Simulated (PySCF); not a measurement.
**A gas-phase reaction: BF3 + H2O → BF2HO + FH**

Aim: the reaction energy of `FB(F)F` + `O` → `OB(F)F` + `F`.

Programs: PySCF 2.14.0. All values are calculated, for the isolated system unless a continuum is named. Atoms count from 0, parts from 1.

### 1 Starting point

Each species was relaxed by itself at PBE0-D3(BJ)/def2-SVPD.

### 2 Reaction energy: wB97M-D3(BJ)/def2-TZVPD

Job settings and geometry (Å):

```
{"job": {"kind": "react", "xc": "wB97M-D3(BJ)", "basis": "def2-TZVPD"}, "charge": 0, "multiplicity": 1}
-1 BF3 charge 0 multiplicity 1
F      0.330090     0.244110     1.249650
B      0.006900     0.008100    -0.001850
F      0.087890     0.969930    -0.893380
F     -0.397470    -1.189120    -0.361930

-1 H2O charge 0 multiplicity 1
O      0.001940     0.389320     0.007630
H     -0.763850    -0.190830    -0.005170
H      0.761920    -0.198460    -0.002480

+1 BF2HO charge 0 multiplicity 1
O      0.037160     0.822900    -0.591340
B     -0.243960    -0.235500     0.183930
F      0.706120    -1.025430     0.680860
F     -1.501080    -0.515930     0.477420
H      0.974010     0.957160    -0.755740

+1 FH charge 0 multiplicity 1
F      0.460000     0.008770     0.002400
H     -0.460000    -0.008770    -0.002400
```

Method: wB97M-D3(BJ)/def2-TZVPD reaction energy of separated species, gas phase.

The run is started by

```console
$ OMP_NUM_THREADS=1 python cluster_run.py task.json out
```

This one command runs all jobs of the session in turn.

Standard output:

```text
species 1 (BF3)
coarse grid: 21080 points
cycle   1  E = -324.6692341073  dE =  4.856e-01  |g| = 7.658e-01  |ddm| = 1.475e+00
cycle   2  E = -324.6872472914  dE = -1.801e-02  |g| = 8.003e-01  |ddm| = 6.990e-01
cycle   3  E = -324.7698617520  dE = -8.261e-02  |g| = 4.021e-02  |ddm| = 3.296e-01
cycle   4  E = -324.7701888258  dE = -3.271e-04  |g| = 1.138e-02  |ddm| = 3.737e-02
cycle   5  E = -324.7702249957  dE = -3.617e-05  |g| = 1.054e-03  |ddm| = 1.019e-02
cycle   6  E = -324.7702257535  dE = -7.578e-07  |g| = 1.734e-04  |ddm| = 1.756e-03
final grid: 46024 points
cycle   7  E = -324.7701548097  dE = -5.270e-08  |g| = 1.473e-04  |ddm| = 8.577e-04
cycle   8  E = -324.7701548120  dE = -2.313e-09  |g| = 1.315e-04  |ddm| = 1.722e-04
cycle   9  E = -324.7701548143  dE = -2.272e-09  |g| = 1.627e-05  |ddm| = 4.860e-05
cycle  10  E = -324.7701548144  dE = -1.137e-10  |g| = 3.126e-06  |ddm| = 2.435e-05
converged SCF energy = -324.7701548144

species 2 (H2O)
coarse grid: 10128 points
cycle   1  E = -76.4117499429  dE = -7.453e-02  |g| = 5.872e-01  |ddm| = 8.994e-01
cycle   2  E = -76.4087429015  dE =  3.007e-03  |g| = 6.461e-01  |ddm| = 5.038e-01
cycle   3  E = -76.4759335544  dE = -6.719e-02  |g| = 2.731e-02  |ddm| = 2.374e-01
cycle   4  E = -76.4760587576  dE = -1.252e-04  |g| = 5.497e-03  |ddm| = 1.609e-02
cycle   5  E = -76.4760674343  dE = -8.677e-06  |g| = 8.214e-04  |ddm| = 5.831e-03
final grid: 21952 points
cycle   6  E = -76.4760630181  dE = -1.975e-07  |g| = 5.843e-04  |ddm| = 1.373e-03
cycle   7  E = -76.4760630249  dE = -6.842e-09  |g| = 6.466e-04  |ddm| = 6.469e-04
cycle   8  E = -76.4760630886  dE = -6.363e-08  |g| = 3.199e-05  |ddm| = 2.236e-04
cycle   9  E = -76.4760630894  dE = -8.225e-10  |g| = 4.134e-06  |ddm| = 1.105e-04
converged SCF energy = -76.4760630894

species 3 (BF2HO)
coarse grid: 23432 points
cycle   1  E = -300.6157383318  dE =  5.229e-01  |g| = 8.292e-01  |ddm| = 1.641e+00
cycle   2  E = -300.6352788561  dE = -1.954e-02  |g| = 8.529e-01  |ddm| = 8.455e-01
cycle   3  E = -300.7364317195  dE = -1.012e-01  |g| = 3.844e-02  |ddm| = 3.923e-01
cycle   4  E = -300.7367731383  dE = -3.414e-04  |g| = 1.458e-02  |ddm| = 4.328e-02
cycle   5  E = -300.7368137629  dE = -4.062e-05  |g| = 7.876e-03  |ddm| = 1.385e-02
cycle   6  E = -300.7368232793  dE = -9.516e-06  |g| = 1.573e-03  |ddm| = 3.956e-03
final grid: 51000 points
cycle   7  E = -300.7368137530  dE = -2.897e-07  |g| = 1.614e-03  |ddm| = 2.368e-03
cycle   8  E = -300.7368136808  dE =  7.220e-08  |g| = 1.851e-03  |ddm| = 1.302e-03
cycle   9  E = -300.7368141502  dE = -4.694e-07  |g| = 6.149e-05  |ddm| = 7.596e-04
cycle  10  E = -300.7368141528  dE = -2.567e-09  |g| = 2.614e-05  |ddm| = 1.372e-04
cycle  11  E = -300.7368141530  dE = -2.561e-10  |g| = 6.287e-06  |ddm| = 5.228e-05
converged SCF energy = -300.7368141530

species 4 (FH)
coarse grid: 7776 points
cycle   1  E = -100.4688143950  dE = -9.407e-02  |g| = 4.644e-01  |ddm| = 6.197e-01
cycle   2  E = -100.4724958832  dE = -3.681e-03  |g| = 5.038e-01  |ddm| = 3.808e-01
cycle   3  E = -100.5053082934  dE = -3.281e-02  |g| = 2.574e-02  |ddm| = 1.678e-01
cycle   4  E = -100.5053842708  dE = -7.598e-05  |g| = 5.006e-03  |ddm| = 1.077e-02
cycle   5  E = -100.5053889118  dE = -4.641e-06  |g| = 4.334e-04  |ddm| = 3.766e-03
final grid: 16976 points
cycle   6  E = -100.5053937552  dE = -6.399e-08  |g| = 1.075e-04  |ddm| = 8.224e-04
cycle   7  E = -100.5053937586  dE = -3.439e-09  |g| = 8.338e-05  |ddm| = 2.187e-04
cycle   8  E = -100.5053937595  dE = -9.083e-10  |g| = 2.021e-05  |ddm| = 3.762e-05
converged SCF energy = -100.5053937595

Reaction energy = 2.258 kcal/mol
```

Run time: 15 s. Hardware: 1 thread of Arm Neoverse V1, shared host; peak memory 0.57 GiB.

Species by species (with the dispersion term, which the log's SCF energies lack):

| ν | species | energy (Eh) | HOMO (eV) |
| --- | --- | --- | --- |
| -1 | FB(F)F | -324.77206 | -14.89 |
| -1 | O | -76.47682 | -11.72 |
| +1 | OB(F)F | -300.73964 | -13.38 |
| +1 | F | -100.50563 | -14.54 |

### 3 Reaction energy: PBE0-D3(BJ)/def2-TZVPD

Same as in step 2 but for these lines:

```diff
@@ -1,2 +1,2 @@
-{"job": {"kind": "react", "xc": "wB97M-D3(BJ)", "basis": "def2-TZVPD"}, "charge": 0, "multiplicity": 1}
+{"job": {"kind": "react", "xc": "PBE0", "basis": "def2-TZVPD", "disp": "d3bj"}, "charge": 0, "multiplicity": 1}
 -1 BF3 charge 0 multiplicity 1
```

With the program's defaults for keys left out, this is: PBE0-D3(BJ)/def2-TZVPD reaction energy of separated species, gas phase.

Standard output:

```text
species 1 (BF3)
coarse grid: 4344 points
cycle   1  E = -324.3017398968  dE =  4.684e-01  |g| = 7.407e-01  |ddm| = 1.542e+00
cycle   2  E = -324.2319205902  dE =  6.982e-02  |g| = 1.047e+00  |ddm| = 7.562e-01
cycle   3  E = -324.3838069902  dE = -1.519e-01  |g| = 1.444e-02  |ddm| = 4.352e-01
cycle   4  E = -324.3838346645  dE = -2.767e-05  |g| = 6.001e-03  |ddm| = 1.460e-02
cycle   5  E = -324.3838401421  dE = -5.478e-06  |g| = 5.015e-04  |ddm| = 3.291e-03
final grid: 46024 points
cycle   6  E = -324.3906427840  dE = -1.361e-04  |g| = 4.316e-03  |ddm| = 4.861e-02
cycle   7  E = -324.3906417578  dE =  1.026e-06  |g| = 4.875e-03  |ddm| = 3.665e-03
cycle   8  E = -324.3906447909  dE = -3.033e-06  |g| = 5.083e-04  |ddm| = 1.920e-03
cycle   9  E = -324.3906448261  dE = -3.512e-08  |g| = 1.259e-04  |ddm| = 3.046e-04
cycle  10  E = -324.3906448281  dE = -2.037e-09  |g| = 5.064e-05  |ddm| = 6.969e-05
cycle  11  E = -324.3906448285  dE = -3.498e-10  |g| = 5.490e-06  |ddm| = 2.162e-05
converged SCF energy = -324.3906448285

species 2 (H2O)
coarse grid: 2328 points
cycle   1  E = -76.3044313495  dE = -5.298e-03  |g| = 6.571e-01  |ddm| = 9.011e-01
cycle   2  E = -76.1882117957  dE =  1.162e-01  |g| = 1.036e+00  |ddm| = 7.256e-01
cycle   3  E = -76.3820313907  dE = -1.938e-01  |g| = 3.132e-02  |ddm| = 4.396e-01
cycle   4  E = -76.3822136926  dE = -1.823e-04  |g| = 5.864e-03  |ddm| = 1.606e-02
cycle   5  E = -76.3822188316  dE = -5.139e-06  |g| = 7.850e-04  |ddm| = 2.507e-03
final grid: 21952 points
cycle   6  E = -76.3808944489  dE = -1.509e-05  |g| = 3.447e-03  |ddm| = 9.312e-03
cycle   7  E = -76.3808924848  dE =  1.964e-06  |g| = 4.751e-03  |ddm| = 3.320e-03
cycle   8  E = -76.3808961981  dE = -3.713e-06  |g| = 2.518e-04  |ddm| = 1.964e-03
cycle   9  E = -76.3808962087  dE = -1.062e-08  |g| = 2.399e-05  |ddm| = 1.101e-04
cycle  10  E = -76.3808962088  dE = -1.116e-10  |g| = 3.292e-06  |ddm| = 1.515e-05
converged SCF energy = -76.3808962088

species 3 (BF2HO)
coarse grid: 4968 points
cycle   1  E = -300.2572873081  dE =  5.062e-01  |g| = 8.429e-01  |ddm| = 1.699e+00
cycle   2  E = -300.1549535934  dE =  1.023e-01  |g| = 1.182e+00  |ddm| = 1.069e+00
cycle   3  E = -300.3699554315  dE = -2.150e-01  |g| = 5.326e-02  |ddm| = 6.541e-01
cycle   4  E = -300.3702163061  dE = -2.609e-04  |g| = 4.104e-02  |ddm| = 4.633e-02
cycle   5  E = -300.3704634420  dE = -2.471e-04  |g| = 4.315e-03  |ddm| = 2.055e-02
cycle   6  E = -300.3704664461  dE = -3.004e-06  |g| = 7.798e-04  |ddm| = 2.996e-03
final grid: 51000 points
cycle   7  E = -300.3733088429  dE = -1.047e-04  |g| = 7.052e-03  |ddm| = 7.125e-02
cycle   8  E = -300.3732994746  dE =  9.368e-06  |g| = 1.038e-02  |ddm| = 8.156e-03
cycle   9  E = -300.3733157224  dE = -1.625e-05  |g| = 4.651e-04  |ddm| = 4.940e-03
cycle  10  E = -300.3733157494  dE = -2.693e-08  |g| = 2.535e-04  |ddm| = 3.812e-04
cycle  11  E = -300.3733157583  dE = -8.966e-09  |g| = 4.032e-05  |ddm| = 1.289e-04
cycle  12  E = -300.3733157586  dE = -2.411e-10  |g| = 8.235e-06  |ddm| = 2.480e-05
converged SCF energy = -300.3733157586

species 4 (FH)
coarse grid: 1712 points
cycle   1  E = -100.3541490518  dE = -3.604e-02  |g| = 4.958e-01  |ddm| = 6.253e-01
cycle   2  E = -100.3146318148  dE =  3.952e-02  |g| = 7.430e-01  |ddm| = 5.125e-01
cycle   3  E = -100.3938731496  dE = -7.924e-02  |g| = 2.284e-02  |ddm| = 2.892e-01
cycle   4  E = -100.3939487036  dE = -7.555e-05  |g| = 4.205e-03  |ddm| = 9.787e-03
cycle   5  E = -100.3939506875  dE = -1.984e-06  |g| = 3.557e-04  |ddm| = 1.246e-03
final grid: 16976 points
cycle   6  E = -100.3948398708  dE = -1.860e-05  |g| = 4.007e-03  |ddm| = 7.553e-03
cycle   7  E = -100.3948379354  dE =  1.935e-06  |g| = 5.512e-03  |ddm| = 3.360e-03
cycle   8  E = -100.3948420453  dE = -4.110e-06  |g| = 9.868e-05  |ddm| = 2.018e-03
cycle   9  E = -100.3948420465  dE = -1.263e-09  |g| = 1.771e-05  |ddm| = 3.903e-05
cycle  10  E = -100.3948420466  dE = -4.739e-11  |g| = 3.064e-06  |ddm| = 1.022e-05
converged SCF energy = -100.3948420466

Reaction energy = 1.951 kcal/mol
```

Wall time 6.3 s (1 thread of Arm Neoverse V1, shared host); peak memory 0.55 GiB.

Reaction energy at this level: 1.95 kcal/mol.

### 4 Energies of the species: MP2/def2-TZVPD

Same as in step 3 but for these lines:

```diff
@@ -1,2 +1,2 @@
-{"job": {"kind": "react", "xc": "PBE0", "basis": "def2-TZVPD", "disp": "d3bj"}, "charge": 0, "multiplicity": 1}
+{"job": {"kind": "react", "xc": "MP2", "basis": "def2-TZVPD"}, "charge": 0, "multiplicity": 1}
 -1 BF3 charge 0 multiplicity 1
```

Level: MP2/def2-TZVPD reaction energy of separated species, gas phase.

Standard output:

```text
species 1 (BF3)
final grid: 46024 points
cycle   1  E = -323.2571789327  dE =  4.450e-01  |g| = 7.007e-01  |ddm| = 1.397e+00
cycle   2  E = -323.3251482990  dE = -6.797e-02  |g| = 3.763e-01  |ddm| = 4.794e-01
cycle   3  E = -323.3437024228  dE = -1.855e-02  |g| = 4.448e-02  |ddm| = 1.789e-01
cycle   4  E = -323.3440977326  dE = -3.953e-04  |g| = 8.857e-03  |ddm| = 3.797e-02
cycle   5  E = -323.3441217243  dE = -2.399e-05  |g| = 1.412e-03  |ddm| = 8.629e-03
cycle   6  E = -323.3441226649  dE = -9.406e-07  |g| = 3.066e-04  |ddm| = 1.432e-03
cycle   7  E = -323.3441227107  dE = -4.586e-08  |g| = 4.647e-05  |ddm| = 3.800e-04
cycle   8  E = -323.3441227119  dE = -1.180e-09  |g| = 6.030e-06  |ddm| = 5.972e-05
cycle   9  E = -323.3441227119  dE = -1.893e-11  |g| = 1.595e-06  |ddm| = 1.051e-05
converged SCF energy = -323.3441227119

species 2 (H2O)
final grid: 21952 points
cycle   1  E = -76.0248947478  dE = -1.467e-01  |g| = 4.364e-01  |ddm| = 8.776e-01
cycle   2  E = -76.0503808544  dE = -2.549e-02  |g| = 2.594e-01  |ddm| = 2.972e-01
cycle   3  E = -76.0608898418  dE = -1.051e-02  |g| = 2.594e-02  |ddm| = 1.025e-01
cycle   4  E = -76.0610472001  dE = -1.574e-04  |g| = 5.694e-03  |ddm| = 1.523e-02
cycle   5  E = -76.0610615676  dE = -1.437e-05  |g| = 1.176e-03  |ddm| = 5.302e-03
cycle   6  E = -76.0610624573  dE = -8.897e-07  |g| = 2.235e-04  |ddm| = 1.658e-03
cycle   7  E = -76.0610624940  dE = -3.670e-08  |g| = 3.304e-05  |ddm| = 3.733e-04
cycle   8  E = -76.0610624947  dE = -6.656e-10  |g| = 4.159e-06  |ddm| = 3.886e-05
converged SCF energy = -76.0610624947

species 3 (BF2HO)
final grid: 51000 points
cycle   1  E = -299.2442434544  dE =  4.868e-01  |g| = 7.026e-01  |ddm| = 1.563e+00
cycle   2  E = -299.3146225106  dE = -7.038e-02  |g| = 3.749e-01  |ddm| = 5.284e-01
cycle   3  E = -299.3340563094  dE = -1.943e-02  |g| = 4.574e-02  |ddm| = 1.837e-01
cycle   4  E = -299.3345718360  dE = -5.155e-04  |g| = 9.447e-03  |ddm| = 4.615e-02
cycle   5  E = -299.3346027964  dE = -3.096e-05  |g| = 2.080e-03  |ddm| = 1.319e-02
cycle   6  E = -299.3346048928  dE = -2.096e-06  |g| = 7.949e-04  |ddm| = 3.557e-03
cycle   7  E = -299.3346050969  dE = -2.041e-07  |g| = 2.831e-04  |ddm| = 1.076e-03
cycle   8  E = -299.3346051245  dE = -2.763e-08  |g| = 7.033e-05  |ddm| = 3.429e-04
cycle   9  E = -299.3346051268  dE = -2.332e-09  |g| = 1.548e-05  |ddm| = 1.154e-04
cycle  10  E = -299.3346051270  dE = -1.475e-10  |g| = 4.416e-06  |ddm| = 3.047e-05
converged SCF energy = -299.3346051270

species 4 (FH)
final grid: 16976 points
cycle   1  E = -100.0371208695  dE = -1.649e-01  |g| = 4.007e-01  |ddm| = 6.032e-01
cycle   2  E = -100.0578883357  dE = -2.077e-02  |g| = 2.336e-01  |ddm| = 2.533e-01
cycle   3  E = -100.0646345187  dE = -6.746e-03  |g| = 2.356e-02  |ddm| = 8.091e-02
cycle   4  E = -100.0647519418  dE = -1.174e-04  |g| = 6.199e-03  |ddm| = 1.253e-02
cycle   5  E = -100.0647676523  dE = -1.571e-05  |g| = 1.459e-03  |ddm| = 5.121e-03
cycle   6  E = -100.0647689251  dE = -1.273e-06  |g| = 2.290e-04  |ddm| = 1.848e-03
cycle   7  E = -100.0647689595  dE = -3.438e-08  |g| = 1.958e-05  |ddm| = 4.211e-04
cycle   8  E = -100.0647689597  dE = -1.853e-10  |g| = 2.360e-06  |ddm| = 2.495e-05
converged SCF energy = -100.0647689597

Reaction energy = 2.023 kcal/mol
```

Wall time 2.8 s (1 thread of Arm Neoverse V1, shared host); peak memory 0.41 GiB.

Reaction energy at this level: 2.02 kcal/mol.

### 5 Side by side

Energies in kcal/mol, with wall time:

| run | reaction | time |
| --- | --- | --- |
| wB97M-D3(BJ)/def2-TZVPD | 2.26 | 15 s |
| PBE0-D3(BJ)/def2-TZVPD | 1.95 | 6.3 s |
| MP2/def2-TZVPD | 2.02 | 2.8 s |

### 6 Results

| quantity | value |
| --- | --- |
| reaction energy (wB97M-D3(BJ)/def2-TZVPD) | 2.26 kcal/mol |
| ΔH, ΔG at 298 K (xTB thermal terms) | +2.0, +1.8 kcal/mol |
| range of the reaction energy over the runs of this table | 1.95 to 2.26 kcal/mol |

The reaction is endothermic by 2.0 kcal/mol in the gas phase; dispersion gives -0.26, and xTB itself gave 2.33 for the electronic energy (xTB energies and thermal terms come from the earlier relaxation of each species, not shown). No barrier was sought. The reaction energy runs from 1.95 (PBE0-D3(BJ)/def2-TZVPD) to 2.26 kcal/mol (wB97M-D3(BJ)/def2-TZVPD).
